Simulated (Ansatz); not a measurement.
**C₂H₇BrInN: vertical ionisation energy**

Aim: the vertical ionisation energy of C₂H₇BrInN, as cation minus neutral at the neutral's geometry, on several levels, and how well −ε(HOMO) stands in for it.

Program: Ansatz 0.2.0, Gaussian basis. Level of theory: unrestricted cation, the program's frozen cores in correlated methods. These are calculated values, not measurements.

The runs, in order: UKS PBE-D4/def2-TZVPP; UKS r2SCAN-D4/def2-TZVPP; UKS PBE0-D4/def2-TZVPP; UKS B3LYP-D4/def2-TZVPP; UKS wB97X-V/def2-TZVPP; UKS wB97M-V/def2-TZVPP; UKS B2PLYP/def2-TZVPP; UHF-CCSD(T)/def2-TZVPP; UHF-MP2/def2-QZVPP; extrapolation to the limit; then −ε(HOMO) from the neutral's earlier runs with LDA (SPW92), PBE-D4, revPBE-D4, BLYP-D4, r2SCAN-D4, B97M-V, PBE0-D4, B3LYP-D4, r2SCANh-D4, r2SCAN0-D4, HSE06-D4, BHLYP-D4, CAM-B3LYP-D4, LC-ωPBE, ωB97X-V, ωB97M-V.

## Step 1: Structure used throughout

An earlier PBE0-D4/def2-TZVP relaxation fixed the geometry. In takes the def2 core potential; no spin-orbit term is included.

SMILES `C[N](C)[InH][Br]`, 12 atoms, charge 0, spin multiplicity 1.

Atoms are counted from 1 here; the program's logs count them from 0.

Bond lengths: C1–N2 1.440 Å, C1–H6 1.093 Å, C1–H7 1.101 Å, C1–H8 1.101 Å, N2–C3 1.439 Å, N2–In4 1.997 Å, C3–H9 1.091 Å, C3–H10 1.100 Å, C3–H11 1.100 Å, In4–Br5 2.478 Å, In4–H12 1.696 Å. Angles: N2–C1–H6 111.4°, N2–C1–H7 111.6°, N2–C1–H8 111.6°, H6–C1–H7 107.5°, H6–C1–H8 107.5°, H7–C1–H8 107.0°, C1–N2–C3 113.2°, C1–N2–In4 122.8°, C3–N2–In4 124.0°, N2–C3–H9 111.0°, N2–C3–H10 111.4°, N2–C3–H11 111.4°, H9–C3–H10 107.9°, H9–C3–H11 107.9°, H10–C3–H11 107.2°, N2–In4–Br5 110.7°, N2–In4–H12 128.0°, Br5–In4–H12 121.3°.

## Step 2: Cation, UKS PBE-D4/def2-TZVPP

in.yaml reads:

```yaml
crystal:
  periodic: [false, false, false]
  atoms:
    - {symbol: C, position_ang: [-0.516948, -0.673005, 1.252256]}
    - {symbol: N, position_ang: [-0.042743, -0.040485, 0.049063]}
    - {symbol: C, position_ang: [1.188797, 0.680804, 0.234664]}
    - {symbol: In, position_ang: [-1.011900, -0.164030, -1.692963]}
    - {symbol: Br, position_ang: [0.197023, 1.084905, -3.458815]}
    - {symbol: H, position_ang: [-1.452066, -1.211679, 1.077729]}
    - {symbol: H, position_ang: [-0.702515, 0.061812, 2.050251]}
    - {symbol: H, position_ang: [0.213471, -1.396872, 1.644290]}
    - {symbol: H, position_ang: [1.514627, 1.144921, -0.697967]}
    - {symbol: H, position_ang: [1.994793, 0.016414, 0.580552]}
    - {symbol: H, position_ang: [1.078559, 1.476202, 0.986921]}
    - {symbol: H, position_ang: [-2.461100, -0.978967, -2.025972]}
basis:
  gaussian: {orbitals: def2-TZVPP}
total_charge: 1
magnetization: {spin_polarized: true, initial_magnetization: 1}
hamiltonian: {xc: pbe, dispersion: d4}
```

Launch:

```
$ ansatz run in.yaml --threads 2 --pin off --events-out ev --progress --plain --max-ram 32768MiB --backend cuda --devices 0, --max-vram 18GiB
```

After this run come: Cation, UKS r2SCAN-D4/def2-TZVPP; Cation, UKS PBE0-D4/def2-TZVPP; Cation, UKS B3LYP-D4/def2-TZVPP; Cation, UKS wB97X-V/def2-TZVPP; Cation, UKS wB97M-V/def2-TZVPP; Cation, UKS B2PLYP (frozen core)/def2-TZVPP; Cation, UHF-CCSD(T)/def2-TZVPP; Cation, UHF-MP2/def2-QZVPP.

Q: Predict the results of all the runs planned. Wanted: ionisation energy, CCSD(T)/CBS; nearest functional by difference; nearest −ε(HOMO); −ε(HOMO) of PBE; T1 of the cation.

**Answer**, as computed:

| quantity | value |
| --- | --- |
| ionisation energy, CCSD(T)/CBS | 8.33 eV |
| nearest functional by difference | ωB97M-V (-0.19 eV) |
| nearest −ε(HOMO) | ωB97M-V (+0.25 eV) |
| −ε(HOMO) of PBE | 5.16 eV |
| T1 of the cation | 0.015 |

In words: Energy differences with functionals land within 0.40 eV of the reference. The PBE orbital energy is 3.2 eV too small: a semilocal HOMO is no ionisation energy. Among orbital estimates ωB97M-V comes nearest. Hartree-Fock falls 1.53 eV short, as the neutral has more correlation energy than the cation. The cation may have settled in a state other than its lowest; no search over hole states beyond the program's own was made. Correlated methods include outer-core shells of Br, In, which these sets cover unevenly. With outer-core shells in play the last digit of the reference is unsure.
